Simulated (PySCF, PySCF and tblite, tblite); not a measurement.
# C₄H₁₀GeS: telling isomers apart by computed NMR, part 3 of 3

PySCF and tblite. Atoms count from 0.

## 14. Shieldings, isomer A, conformer 1: B3LYP/pcSseg-1 in dichloromethane

Job settings and geometry (Å):

```
{"job": {"xc": "B3LYP", "basis": "pcSseg-1", "solvent": "dichloromethane", "kind": "nmr", "pop": false}, "charge": 0, "multiplicity": 1}
Ge     1.850769    -0.862401     0.835731
C      0.606687    -0.556038    -0.680755
C      0.138175     0.877595    -0.862084
C     -0.953416     1.104262     0.174253
C     -1.925039    -0.053948     0.025110
S     -0.913164    -1.531711    -0.343560
H      1.233002    -0.471840     2.137606
H      2.184153    -2.312356     0.911843
H      3.122783    -0.081124     0.675861
H      1.036837    -0.954155    -1.601018
H      0.968788     1.575911    -0.730870
H     -0.274215     1.014668    -1.865721
H     -0.513397     1.093781     1.175071
H     -1.462257     2.057959     0.027578
H     -2.603207     0.095837    -0.816013
H     -2.504097    -0.247839     0.925557
```

Standard output:

```text
coarse grid: 59176 points
cycle   1  E = -2633.3801577668  dE = -1.109e-01  |g| = 9.343e-01  |ddm| = 3.729e+00
cycle   2  E = -2633.3511454196  dE =  2.901e-02  |g| = 9.754e-01  |ddm| = 1.015e+00
cycle   3  E = -2633.4457904186  dE = -9.464e-02  |g| = 1.155e-01  |ddm| = 6.545e-01
cycle   4  E = -2633.4479076768  dE = -2.117e-03  |g| = 5.345e-02  |ddm| = 1.462e-01
cycle   5  E = -2633.4485732012  dE = -6.655e-04  |g| = 7.621e-03  |ddm| = 5.287e-02
cycle   6  E = -2633.4485868365  dE = -1.364e-05  |g| = 1.896e-03  |ddm| = 9.595e-03
cycle   7  E = -2633.4485875882  dE = -7.517e-07  |g| = 7.561e-04  |ddm| = 2.268e-03
final grid: 123336 points
cycle   8  E = -2633.4485420170  dE =  2.664e-08  |g| = 1.118e-03  |ddm| = 2.700e-03
cycle   9  E = -2633.4485416604  dE =  3.566e-07  |g| = 1.639e-03  |ddm| = 2.231e-03
cycle  10  E = -2633.4485423248  dE = -6.644e-07  |g| = 6.591e-05  |ddm| = 1.357e-03
cycle  11  E = -2633.4485423258  dE = -9.941e-10  |g| = 2.097e-05  |ddm| = 7.541e-05
converged SCF energy = -2633.4485423258

GIAO shielding tensors (ppm)
atom      isotropic    diamagn.    paramagn.     s11        s22        s33       span
  0 Ge    1521.278    2754.468   -1233.191   1439.231   1461.770   1662.832    223.602
  1 C      144.266     250.546    -106.280    109.126    159.294    164.377     55.251
  2 C      143.001     246.478    -103.477    118.546    151.388    159.069     40.523
  3 C      147.593     247.597    -100.004    120.066    159.824    162.889     42.822
  4 C      143.111     249.328    -106.217    104.760    160.204    164.369     59.609
  5 S      481.560    1057.055    -575.495    254.588    446.657    743.435    488.847
  6 H       28.467      29.408      -0.942     21.394     25.664     38.341     16.947
  7 H       28.613      29.536      -0.924     21.691     23.905     40.243     18.552
  8 H       28.047      29.304      -1.257     20.705     22.592     40.846     20.141
  9 H       28.559      31.082      -2.523     24.377     25.918     35.381     11.004
 10 H       29.451      30.604      -1.154     24.227     27.856     36.270     12.043
 11 H       29.702      30.433      -0.731     24.514     27.017     37.574     13.060
 12 H       29.839      31.189      -1.350     25.343     28.727     35.448     10.105
 13 H       29.546      29.177       0.369     24.460     26.731     37.446     12.986
 14 H       28.776      29.715      -0.939     22.401     26.538     37.388     14.987
 15 H       28.731      29.501      -0.770     23.655     26.172     36.366     12.710
```

Run time: 20 s. Hardware: 1 thread of Arm Neoverse V2, shared host; peak memory 1 GiB.

Key values: HOMO -5.91 eV, LUMO 0.59 eV; dipole 2.78 D.

## 15. Shieldings, isomer A, conformer 2: B3LYP/pcSseg-1 in dichloromethane

Job settings and geometry (Å):

```
{"job": {"xc": "B3LYP", "basis": "pcSseg-1", "solvent": "dichloromethane", "kind": "nmr", "pop": false}, "charge": 0, "multiplicity": 1}
Ge     2.373590     0.710026     0.167297
C      0.655431    -0.233511     0.425961
C     -0.057486    -0.599537    -0.864939
C     -1.528301    -0.779126    -0.507826
C     -1.924011     0.471311     0.258142
S     -0.491306     0.889660     1.319225
H      2.963856     1.118680     1.472530
H      3.358836    -0.166704    -0.544957
H      2.141050     1.926776    -0.663161
H      0.773623    -1.117849     1.056912
H      0.042073     0.213737    -1.590416
H      0.373783    -1.504023    -1.298016
H     -2.150839    -0.905447    -1.394583
H     -1.645949    -1.658030     0.130116
H     -2.791681     0.328333     0.898502
H     -2.100271     1.314649    -0.410464
```

Standard output:

```text
coarse grid: 59176 points
cycle   1  E = -2633.3808775945  dE = -1.143e-01  |g| = 9.379e-01  |ddm| = 3.727e+00
cycle   2  E = -2633.3493114355  dE =  3.157e-02  |g| = 9.856e-01  |ddm| = 1.021e+00
cycle   3  E = -2633.4474529719  dE = -9.814e-02  |g| = 1.177e-01  |ddm| = 6.620e-01
cycle   4  E = -2633.4497756041  dE = -2.323e-03  |g| = 5.264e-02  |ddm| = 1.504e-01
cycle   5  E = -2633.4504132271  dE = -6.376e-04  |g| = 7.983e-03  |ddm| = 5.219e-02
cycle   6  E = -2633.4504280555  dE = -1.483e-05  |g| = 2.136e-03  |ddm| = 9.921e-03
cycle   7  E = -2633.4504290507  dE = -9.952e-07  |g| = 7.782e-04  |ddm| = 2.477e-03
final grid: 123336 points
cycle   8  E = -2633.4504529675  dE =  5.628e-08  |g| = 1.086e-03  |ddm| = 2.611e-03
cycle   9  E = -2633.4504526119  dE =  3.555e-07  |g| = 1.614e-03  |ddm| = 2.197e-03
cycle  10  E = -2633.4504532578  dE = -6.459e-07  |g| = 7.598e-05  |ddm| = 1.355e-03
cycle  11  E = -2633.4504532591  dE = -1.352e-09  |g| = 1.970e-05  |ddm| = 8.474e-05
cycle  12  E = -2633.4504532592  dE = -9.641e-11  |g| = 3.497e-06  |ddm| = 2.200e-05
converged SCF energy = -2633.4504532592

GIAO shielding tensors (ppm)
atom      isotropic    diamagn.    paramagn.     s11        s22        s33       span
  0 Ge    1513.206    2753.732   -1240.525   1395.548   1491.195   1652.875    257.327
  1 C      145.155     251.288    -106.132    109.979    162.222    163.264     53.285
  2 C      140.982     246.809    -105.827    112.828    152.152    157.966     45.139
  3 C      144.837     247.656    -102.819    118.927    151.629    163.954     45.027
  4 C      142.308     250.389    -108.081    103.382    159.764    163.778     60.396
  5 S      478.978    1057.476    -578.499    237.007    443.210    756.716    519.709
  6 H       28.231      29.062      -0.831     21.008     23.524     40.161     19.152
  7 H       28.027      28.878      -0.851     20.919     22.893     40.269     19.350
  8 H       28.717      29.217      -0.500     22.083     24.688     39.381     17.298
  9 H       28.850      31.902      -3.052     23.806     26.979     35.766     11.960
 10 H       30.346      31.674      -1.328     24.278     30.744     36.014     11.736
 11 H       29.345      30.479      -1.134     23.642     28.088     36.307     12.665
 12 H       29.471      28.980       0.490     24.374     26.681     37.357     12.983
 13 H       30.144      30.511      -0.367     25.428     27.500     37.504     12.076
 14 H       28.790      29.285      -0.494     23.158     26.295     36.918     13.760
 15 H       28.819      30.533      -1.714     22.861     26.743     36.852     13.992
```

It took 20 s on 1 thread of Arm Neoverse V2, shared host; peak memory 1.1 GiB.

This run: HOMO -6.00 eV, LUMO 0.61 eV; dipole 2.91 D.

## 16. Averages, isomer A: properties at B3LYP/pcSseg-1 in dichloromethane

Job settings and geometry (Å):

```
{"job": {"study": "conf", "smiles": "[GeH3][C@@H]1CCCS1", "search": {"seed": 56, "n_embed": 60, "ff_keep": 14, "window": 2.5, "nmax": 6, "temps": [250, 298.15, 350], "t_ref": 298.15, "order": 0.002}, "level": {"nmr": {"xc": "B3LYP", "basis": "pcSseg-1", "solvent": "dichloromethane"}, "change": "B3LYP/pcSseg-1; solvent dichloromethane"}, "kind": "conf"}, "charge": 0, "multiplicity": 1}
Ge     2.373590     0.710026     0.167297
C      0.655431    -0.233511     0.425961
C     -0.057486    -0.599537    -0.864939
C     -1.528301    -0.779126    -0.507826
C     -1.924011     0.471311     0.258142
S     -0.491306     0.889660     1.319225
H      2.963856     1.118680     1.472530
H      3.358836    -0.166704    -0.544957
H      2.141050     1.926776    -0.663161
H      0.773623    -1.117849     1.056912
H      0.042073     0.213737    -1.590416
H      0.373783    -1.504023    -1.298016
H     -2.150839    -0.905447    -1.394583
H     -1.645949    -1.658030     0.130116
H     -2.791681     0.328333     0.898502
H     -2.100271     1.314649    -0.410464
```

Standard output:

```text
conformer  sym    E(xTB)   E(DFT)   G(298.15 K)  weight  dipole/D
    1     C1      0.000    0.644    0.617   0.2609    2.775
    2     C1      0.240    0.000    0.000   0.7391    2.915

mean shielding (ppm) by class
class atoms           250 K   298.15 K      350 K
  0 Ge 0           1515.045   1515.312    1515.53
  1 C  1            144.953    144.923    144.899
  2 C  2            141.442    141.509    141.563
  3 C  3            145.465    145.556     145.63
  4 C  4            142.491    142.517    142.539
  5 S  5            479.566    479.651    479.721
  6 H  6,7,8         28.337     28.338      28.34
  7 H  9             28.784     28.774     28.766
  8 H  10            30.142     30.112     30.088
  9 H  11            29.427     29.438     29.448
 10 H  12            29.555     29.567     29.577
 11 H  13            30.008     29.988     29.972
 12 H  14            28.787     28.786     28.786
 13 H  15            28.799     28.796     28.793
```

Run time: 40 s. Hardware: 1 thread of Arm Neoverse V2, shared host. This counts the runs that the step sums up.

Against the first level, at 298 K (shieldings, ppm; largest changes first):

```csv
atoms,B97-2/pcSseg-1 in dichloromethane,B3LYP/pcSseg-1 in dichloromethane,change
S5,510,480,-31
Ge0,1534,1515,-18
C1,151.6,144.9,-6.7
C2,147.4,141.5,-5.9
C3,151.1,145.6,-5.6
C4,148.1,142.5,-5.5
H10,30.07,30.11,+0.04
H13,29.96,29.99,+0.03
H9,28.80,28.77,-0.03
"H6, H7, H8",28.32,28.34,+0.02
```

Weights: from B3LYP/def2-SVP in dichloromethane energies 1: 29 %, 2: 71 %; from B3LYP/pcSseg-1 in dichloromethane energies 1: 26 %, 2: 74 % (with a dispersion term where the level has one and the same thermal terms, so they don't follow from the SCF energies alone). Times: 67 s and 40 s.

## 17. Assigning the signals

Job settings and geometry (Å):

```
{"job": {"study": "set", "relation": "regioisomers", "members": [{"smiles": "[GeH3:1][C@@H:2]1[CH2:3][CH2:4][CH2:5][S:6]1"}, {"smiles": "[GeH3:1][C@@H:2]1[CH2:3][CH2:4][S:5][CH2:6]1"}], "charge": 0, "search": {"seed": 56, "n_embed": 60, "ff_keep": 14, "window": 2.5, "nmax": 6, "temps": [250, 298.15, 350], "t_ref": 298.15, "order": 0.002}, "level": {"nmr": {"xc": "B97-2", "basis": "pcSseg-1", "solvent": "dichloromethane"}, "sp": {"xc": "B3LYP", "basis": "def2-SVP", "solvent": "dichloromethane"}}, "dp4": {"C": [1.5, 10], "H": [0.12, 10]}, "second_levels": [{"nmr": {"xc": "B3LYP", "basis": "pcSseg-1", "solvent": "dichloromethane"}, "wide": true, "change": "B3LYP/pcSseg-1; solvent dichloromethane"}], "kind": "set"}, "charge": 0, "multiplicity": 1}
Ge     1.850769    -0.862401     0.835731
C      0.606687    -0.556038    -0.680755
C      0.138175     0.877595    -0.862084
C     -0.953416     1.104262     0.174253
C     -1.925039    -0.053948     0.025110
S     -0.913164    -1.531711    -0.343560
H      1.233002    -0.471840     2.137606
H      2.184153    -2.312356     0.911843
H      3.122783    -0.081124     0.675861
H      1.036837    -0.954155    -1.601018
H      0.968788     1.575911    -0.730870
H     -0.274215     1.014668    -1.865721
H     -0.513397     1.093781     1.175071
H     -1.462257     2.057959     0.027578
H     -2.603207     0.095837    -0.816013
H     -2.504097    -0.247839     0.925557
```

Standard output:

```text
isomer  G rel   conformers  SMILES
A     0.000      2   [GeH3][C@@H]1CCCS1
B     0.636      2   [GeH3][C@@H]1CCSC1

signals of isomer A at the second level: probabilities [1.0, 0.0]
```

It took 2.8 min on 1 thread of Arm Neoverse V2, shared host; peak memory 1.1 GiB. This counts the whole study up to here.

The 2 candidates (regioisomers), with energies and dipoles from their ensembles above, at 298 K; shieldings at B97-2/pcSseg-1 in dichloromethane:

```csv
isomer,SMILES,conformers,ΔE,ΔG,μ rms (D)
A,[GeH3][C@@H]1CCCS1,2,0.00,0.00,2.69
B,[GeH3][C@@H]1CCSC1,2,0.64,0.64,1.93
```

Energies in kcal/mol.

The signals of isomer A, computed at a second level (B3LYP/pcSseg-1 in dichloromethane), stand in for a spectrum. The test takes 4 C values, 7 H values (hydrogens on carbon alone). Each candidate's shieldings are matched to them as sorted lists by a straight-line fit, or by a shift alone where signals are few or close (slope 1; a small slope inflates the errors), and the errors are weighed by Student-t tails (C: width 1.5 ppm, H: width 0.12 ppm).

```csv
candidate,C slope,C mean error,C largest,H slope,H mean error,H largest,P(C),P(H),P(all)
A,1.00,0.2,0.4,0.97,0.01,0.02,99.8,100.0,100.0
B,1.00,2.0,4.0,1.20,0.15,0.39,0.2,0.0,0.0
```

Errors in ppm, probabilities in per cent.

## 18. Outcome

The summary covers parts 1 to 3.

| quantity | value |
| --- | --- |
| conformers, isomer A | 2; the first in weight is no. 2 (C1), 71 % at 298 K |
| root-mean-square dipole, isomer A | 2.69 D |
| averaged 13C shifts, isomer A (B97-2/pcSseg-1 in dichloromethane) | 39.5, 38.9, 35.8, 35.4 ppm |
| averaged 1H shifts, isomer A (B97-2/pcSseg-1 in dichloromethane) | 3.48, 3.02, 3.00, 3.00, 2.35, 2.23, 1.84, 1.73 ppm |
| conformers, isomer B | 2; the first in weight is no. 1 (C1), 96 % at 298 K |
| root-mean-square dipole, isomer B | 1.93 D |
| averaged 13C shifts, isomer B (B97-2/pcSseg-1 in dichloromethane) | 41.8, 39.4, 39.0, 32.1 ppm |
| averaged 1H shifts, isomer B (B97-2/pcSseg-1 in dichloromethane) | 3.41, 3.13, 3.07, 2.99, 2.85, 2.37, 1.47, 1.47 ppm |
| lowest in free energy | isomer A |
| signals of A (B3LYP/pcSseg-1 in dichloromethane) | best fit A, 100 % |

In words: At 298 K conformer 2 holds 71 % of the ensemble for isomer A (74 % at 250 K, 68 % at 350 K). xTB puts no. 1 lowest, DFT no. 2. Among conformers of isomer A over 5 %, H10 differs by 0.88 ppm, while the average moves by 0.05 ppm from 250 to 350 K. Spin-orbit coupling is left out, which matters at and beside the heavy atoms. Conformer 1 leads for isomer B with 96 % at 298 K, and its share goes from 98 % at 250 K to 95 % at 350 K. Going from B97-2/pcSseg-1 in dichloromethane to B3LYP/pcSseg-1 in dichloromethane moves S5 of isomer A most, by 31 ppm of raw shielding; the energies behind both averages, dispersion terms included where typed, rank the same conformer first. The test names the right isomer, A, with 100 %. The stand-in spectrum is computed, so it shares geometries and errors with the candidates; a measured one would test harder.
